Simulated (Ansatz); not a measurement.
# Bi (bismuth): the cost of one run

Method: DFT LDA, spin-orbit coupling, plane waves, PAW, in Ansatz 0.2.0.

The COD entry's cell or inner coordinates are ideal or old and differ from later refinements, so a difference from it is no clean test against experiment.

### Step 1. The starting structure

Symmetry: R-3m, No. 166, trigonal system. The conventional cell has a = 4.535 Å, b = 4.535 Å, c = 11.814 Å, α = 90.00°, β = 90.00°, γ = 120.00°. Bi (site symmetry 3m) has 6 Bi at 3.06 to 3.52 Å in its first shell of neighbours.

As a file:

```cif
data_structure
_symmetry_space_group_name_H-M 'R-3m:H'
_symmetry_Int_Tables_number 166
_cell_length_a 4.5350
_cell_length_b 4.5350
_cell_length_c 11.8140
_cell_angle_alpha 90.000
_cell_angle_beta 90.000
_cell_angle_gamma 120.000
_cell_volume 210.42
loop_
_atom_site_label
_atom_site_type_symbol
_atom_site_symmetry_multiplicity
_atom_site_Wyckoff_symbol
_atom_site_fract_x
_atom_site_fract_y
_atom_site_fract_z
_atom_site_occupancy
Bi1 Bi 6 c 0.33333 0.66667 0.90067 1
```

The structure rests on an entry of the Crystallography Open Database; cell or positions may have been set otherwise for this series.

### Step 2. Relaxing the atoms: Bi (bismuth)

File input.yaml:

```yaml
crystal:
  lattice:
    - [2.2675, 1.3091417354, 3.938]
    - [-2.2675, 1.3091417354, 3.938]
    - [0.0, -2.6182834708, 3.938]
  atoms:
    - { symbol: Bi, position: [0.234, 0.234, 0.234] }
    - { symbol: Bi, position: [0.766, 0.766, 0.766] }
scf:
  occupations: { method: gaussian, width: 0.05 }
output:
  forces: true
  stress: true
  eigenvalues: true
  write_density: true
  write_potential: true
  elf: true
  volumetric_format: npy
hamiltonian:
  xc: lda
kpoints:
  mp_grid: { grid: [14, 14, 14] }
basis:
  ecutwfc: 350
relax:
  f_tol: 0.002
  max_steps: 80
magnetization:
  noncollinear: true
  spin_orbit: true
```

Run with:

```console
> ansatz run input.yaml --threads 4 --pin off --max-ram 9216MiB --backend cpu --events-out ev --progress --plain --runs-dir out
```

**Question.** How long does this run take on 4 threads of Arm Neoverse N1, shared host, and how much memory does it need?

About 2.5 min, with a peak of 1.1 GiB.
